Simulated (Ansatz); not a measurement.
This script drives Ansatz's Python interface.

`albrfh.xyz`
```text
4

F     0.89920   -0.87330    1.43210
Al    0.10960    0.09670    0.06350
Br   -1.69200   -0.84780   -1.21120
H     0.73860    1.56410   -0.30470
```

`relaxed_scan_albrfh.py`:
```python
"""One bond of AlBrFH held at set lengths while the rest relaxes."""

import warnings

import ansatz
import numpy as np


def main() -> None:
    warnings.simplefilter("ignore", ansatz.DeckWarning)

    mol = ansatz.Crystal.molecule_from_extxyz("albrfh.xyz")

    model = mol.calculation()
    model = model.basis(gaussian="def2-SVP").functional("b3lyp", dispersion="d3bj")
    symbols = [site.symbol for site in mol.cartesian_sites]
    pairs = [(0, 1), (1, 2), (1, 3)]
    print("held (A)   E (eV)        ", "  ".join(f"{symbols[i]}{i}-{symbols[j]}{j}" for i, j in pairs))
    for length in [1.71, 1.85, 2.0, 2.22, 2.5]:
        summary = model.relax(constraints=[ansatz.DistanceConstraint((0, 1), at=length)], force_tolerance=0.02, max_steps=60).run().report
        xyz = np.array(summary["positions_ang"])
        print(f"{length:6.2f} {summary['free_energy_ev']:14.5f}  ", "  ".join(f"{np.linalg.norm(xyz[i] - xyz[j]):.3f}" for i, j in pairs))


if __name__ == "__main__":
    main()
```

It is started by `python relaxed_scan_albrfh.py`. Estimate its wall time and peak memory on 1 thread of Arm Neoverse V2 (shared host).

It took about 37 s, with a peak of 0.21 GiB, for 5 runs of the engine.

```console
$ python relaxed_scan_albrfh.py
held (A)   E (eV)         F0-Al1  Al1-Br2  Al1-H3
  1.71   -79368.68459   1.710  2.245  1.562
  1.85   -79368.31587   1.850  2.240  1.560
  2.00   -79367.68450   2.000  2.234  1.559
  2.22   -79366.64389   2.220  2.227  1.559
  2.50   -79365.42457   2.500  2.221  1.558
```

Notes:
- Total energies depend on the basis set; only differences at equal settings carry meaning.
- The energies are electronic: no zero-point or thermal terms, and the basis set is short of its limit.
- b3lyp holds the VWN-RPA fit, as in Gaussian; the form of ORCA and Turbomole is b3lyp5.
- The script silences the warnings on its input, which a real study should read.
